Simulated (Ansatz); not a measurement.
# CuHO: small, medium and large basis sets

An exercise on one series of results from a longer session: the logs are not shown, and one member is left open.

Program: Ansatz 0.2.0, Gaussian basis. Level of theory: one geometry, several basis sets. These are calculated values, not measurements.

The runs, in order: PBE0-D4/def2-SVP; ωB97M-V/def2-SVP; PBE0-D4/def2-QZVPP; ωB97M-V/def2-QZVPP; the functionals' def2-TZVPP values are taken from earlier runs.

### Structure used throughout

An earlier PBE0-D4 in a triple-zeta def2 set relaxation fixed the geometry.

SMILES `[OH][Cu]`, 3 atoms, charge 0, spin multiplicity 1.

Atoms are counted from 1 here; the program's logs count them from 0.

Bond lengths: O1–Cu2 1.785 Å, O1–H3 0.962 Å. Angles: Cu2–O1–H3 108.9°.

The first run:

Contents of in.yaml:

```yaml
crystal:
  periodic: [false, false, false]
  atoms:
    - {symbol: O, position_ang: [-0.333325, -0.433738, -0.237595]}
    - {symbol: Cu, position_ang: [1.159754, 0.002927, 0.637752]}
    - {symbol: H, position_ang: [-0.837329, 0.366011, -0.413356]}
basis:
  gaussian: {orbitals: def2-SVP}
hamiltonian: {xc: pbe0, dispersion: d4}
output: {orbitals: {seedname: orbitals}}
```

Launch:

```
$ ansatz run in.yaml --threads 2 --pin off --events-out ev --progress --plain --max-ram 32768MiB --backend cpu
```

Steps of the session up to this table: PBE0-D4 in def2-SVP; ωB97M-V in def2-SVP; PBE0-D4 in def2-QZVPP; ωB97M-V in def2-QZVPP.

One of the session's tables, all rows but one given; the rest of the session is left out.

It belongs to the step «Density functionals: the series». 

| functional | basis | HOMO (eV) | LUMO (eV) |
| --- | --- | --- | --- |
| PBE0-D4 | def2-SVP | -6.05 | -2.06 |
| PBE0-D4 | def2-TZVPP | -6.71 | -2.52 |
| PBE0-D4 | def2-QZVPP | -6.78 | -2.55 |
| ωB97M-V | def2-SVP | -8.49 | -0.43 |
| ωB97M-V | def2-TZVPP | -9.16 | -0.88 |
| ωB97M-V | def2-QZVPP | ? | ? |

Estimate the missing values for ωB97M-V, def2-QZVPP.

As computed: HOMO (eV): -9.24; LUMO (eV): -1.02. In the column «HOMO (eV)» it is the lowest.
